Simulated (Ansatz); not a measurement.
**BH₂O₂Te radical: how energies converge with the basis set**

One table from this session's results is given with a row withheld; the runs are named, their logs left out.

Program: Ansatz 0.2.0, Gaussian basis. Level of theory: one geometry, several basis sets. These are calculated values, not measurements.

The runs, in order: PBE0-D4/def2-SVP; ωB97M-V/def2-SVP; PBE0-D4/def2-QZVPP; ωB97M-V/def2-QZVPP; the functionals' def2-TZVPP values are taken from earlier runs.

## The relaxed structure

The geometry comes from an earlier relaxation with PBE0-D4 in a triple-zeta def2 set; it is a stationary point. Te takes the def2 core potential; no spin-orbit term is included.

SMILES `OB(O)[Te]`, 6 atoms, charge 0, spin multiplicity 2.

Atoms are counted from 1 here; the program's logs count them from 0.

Bond lengths: O1–B2 1.362 Å, O1–H5 0.958 Å, B2–O3 1.353 Å, B2–Te4 2.184 Å, O3–H6 0.964 Å. Angles: B2–O1–H5 115.4°, O1–B2–O3 119.8°, O1–B2–Te4 123.3°, O3–B2–Te4 116.9°, B2–O3–H6 112.3°.

Coordinates:

```xyz
6

O     0.12284    1.14978    0.01815
B    -0.05433   -0.19649   -0.08130
O     0.45940   -1.01361    0.86698
Te   -1.14406   -1.14585   -1.71821
H    -0.26711    1.66829   -0.68722
H     0.92526   -0.52621    1.55540
```

Set-up of the first run:

in.yaml reads:

```yaml
crystal:
  periodic: [false, false, false]
  atoms:
    - {symbol: O, position_ang: [0.122844, 1.149783, 0.018151]}
    - {symbol: B, position_ang: [-0.054334, -0.196493, -0.081303]}
    - {symbol: O, position_ang: [0.459403, -1.013613, 0.866977]}
    - {symbol: Te, position_ang: [-1.144058, -1.145853, -1.718211]}
    - {symbol: H, position_ang: [-0.267112, 1.668289, -0.687220]}
    - {symbol: H, position_ang: [0.925256, -0.526213, 1.555405]}
basis:
  gaussian: {orbitals: def2-SVP}
magnetization: {spin_polarized: true, initial_magnetization: 1}
hamiltonian: {xc: pbe0, dispersion: d4}
output: {orbitals: {seedname: orbitals}}
```

Steps of the session up to this table: PBE0-D4 in def2-SVP; ωB97M-V in def2-SVP; PBE0-D4 in def2-QZVPP; ωB97M-V in def2-QZVPP.

One table of the session follows, with a row left open; its other results are not shown here.

It belongs to the step «Functionals by basis». 

| functional | basis | HOMO (eV) | LUMO (eV) |
| --- | --- | --- | --- |
| PBE0-D4 | def2-SVP | -6.16 | -3.96 |
| PBE0-D4 | def2-TZVPP | -6.33 | -4.03 |
| PBE0-D4 | def2-QZVPP | -6.37 | -4.04 |
| ωB97M-V | def2-SVP | ? | ? |
| ωB97M-V | def2-TZVPP | -8.39 | -2.09 |
| ωB97M-V | def2-QZVPP | -8.42 | -2.11 |

Estimate the missing values for ωB97M-V, def2-SVP.

**Answer.** HOMO (eV): -8.19; LUMO (eV): -1.93. In the column «HOMO (eV)» it lies between ωB97M-V, def2-TZVPP (-8.39) and PBE0-D4, def2-QZVPP (-6.37).
